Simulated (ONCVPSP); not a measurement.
**Ge: generating and testing an ONCV potential**

Aim: build the potential from the settings below, then test how well it stands in for the atom: other configurations, scattering, ghost states and the plane-wave cutoff that it needs.

Program: ONCVPSP 4.0.1.1 (patched build). Reference atom: PBE, scalar-relativistic, spherical and spin-unpolarised. All values are calculated.

## Step 1: The atom and the settings

The settings as typed:

- element: germanium (Ge, Z = 32)
- type: optimised norm-conserving Vanderbilt (ONCV)
- frozen core: [Ar]
- valence charge: 14
- reference configuration: 3d10 4s2 4p2
- partial waves: 4s: rc 1.50 bohr, ncon 4, nbas 9, qcut 5 1/bohr, 1 projector; 4p: rc 1.95 bohr, ncon 5, nbas 9, qcut 3.7 1/bohr, 2 projectors, debl 0.9 Ha; 3d: rc 0.90 bohr, ncon 4, nbas 8, qcut 20.5 1/bohr, local
- local potential: the d channel
- core correction: Teter function, fcfact 4.25, rcfact 1.4

An earlier all-electron run gives the scale for the radii.

All-electron outer shells of the reference configuration (PBE, scalar-relativistic, ld1.x):

| shell | level (eV) | outermost node (bohr) | outermost maximum (bohr) |
| --- | --- | --- | --- |
| 3s | -168.49 | 0.26 | 0.54 |
| 3p | -115.62 | 0.23 | 0.54 |
| 3d | -29.31 | – | 0.50 |
| 4s | -11.73 | 0.77 | 1.75 |
| 4p | -3.90 | 0.82 | 2.22 |

## Step 2: Generating the potential

Contents of Ge.dat:

```
# ATOM AND REFERENCE CONFIGURATION
# atsym  z   nc   nv     iexc    psfile
  Ge 32.00    5    3        4      upf
#
#   n    l    f
    1    0    2.00
    2    0    2.00
    2    1    6.00
    3    0    2.00
    3    1    6.00
    3    2   10.00
    4    0    2.00
    4    1    2.00
#
# PSEUDOPOTENTIAL AND OPTIMIZATION
# lmax
    2
#
#   l,   rc,      ep,       ncon, nbas, qcut
    0    1.50    0.00    4    9    5.00
    1    1.95    0.00    5    9    3.70
    2    0.90    0.00    4    8   20.50
#
# LOCAL POTENTIAL
# lloc, lpopt,  rc(5),   dvloc0
    2    5    0.90    0.00
#
# VANDERBILT-KLEINMAN-BYLANDER PROJECTORs
# l, nproj, debl
    0    1    1.60
    1    2    0.90
    2    0    3.60
#
# MODEL CORE CHARGE
# icmod, fcfact, rcfact
    3    4.25    1.40
#
# LOG DERIVATIVE ANALYSIS
# epsh1, epsh2, depsh
   -3.00    5.00    0.02
#
# OUTPUT GRID
# rlmax, drl
    6.00    0.01
#
# TEST CONFIGURATIONS
# ncnf
    4
# nvcnf
#   n    l    f
    3
    3    2   10.00
    4    0    2.00
    4    1    1.00
#
    3
    3    2   10.00
    4    0    2.00
    4    1    0.00
#
    3
    3    2   10.00
    4    0    1.00
    4    1    0.00
#
    3
    3    2   10.00
    4    0    0.00
    4    1    4.00
#
```

The run is started by

```console
oncvpsp.x < Ge.dat > Ge.out
```

**Question.** What will these runs give? Wanted: cutoffs for 1 and 0.1 mHa per electron, occupied waves; bound ghosts; GHOST(+) flags; largest test error; largest phase difference near zero energy, channels read; rms error of d²Exc/dn², without and with the model core.

The runs gave:

| quantity | value |
| --- | --- |
| cutoffs for 1 and 0.1 mHa per electron, occupied waves | 144 Ha and 164 Ha |
| bound ghosts | s at -778.39 eV, p at -189.61 eV |
| GHOST(+) flags | s at 35 eV |
| largest test error (AE − PS) | -3.4 meV, for 3d10 4s0 4p4 (2 tests unsolved) |
| largest phase difference near zero energy, channels read | 0.033 rad |
| rms error of d²Exc/dn², without and with the model core | 6.79 and 1.77 mHa |

A bound ghost (s, p) makes it unfit for use: electrons can fall into a state that the atom doesn't have. The worst unpolarised test, 3d10 4s0 4p4, is off by 3.4 meV on 16.2 eV; by total energies transferability rates as very good where solved. Atomic tests can pass in spite of a ghost, since they solve only for the levels asked. Of the tests 2 gave no usable energy difference, which is a warning in itself. The potential is very hard: the looser tolerance needs 144 Ha. At the looser tolerance the 3d wave is the slowest; 4s needs 9 Ha. Near zero energy the largest phase difference among the channels read is 0.03 rad, in the s channel. The program also flags highly localised states, GHOST(+) (s). All of this concerns the isolated atom, not yet a solid.
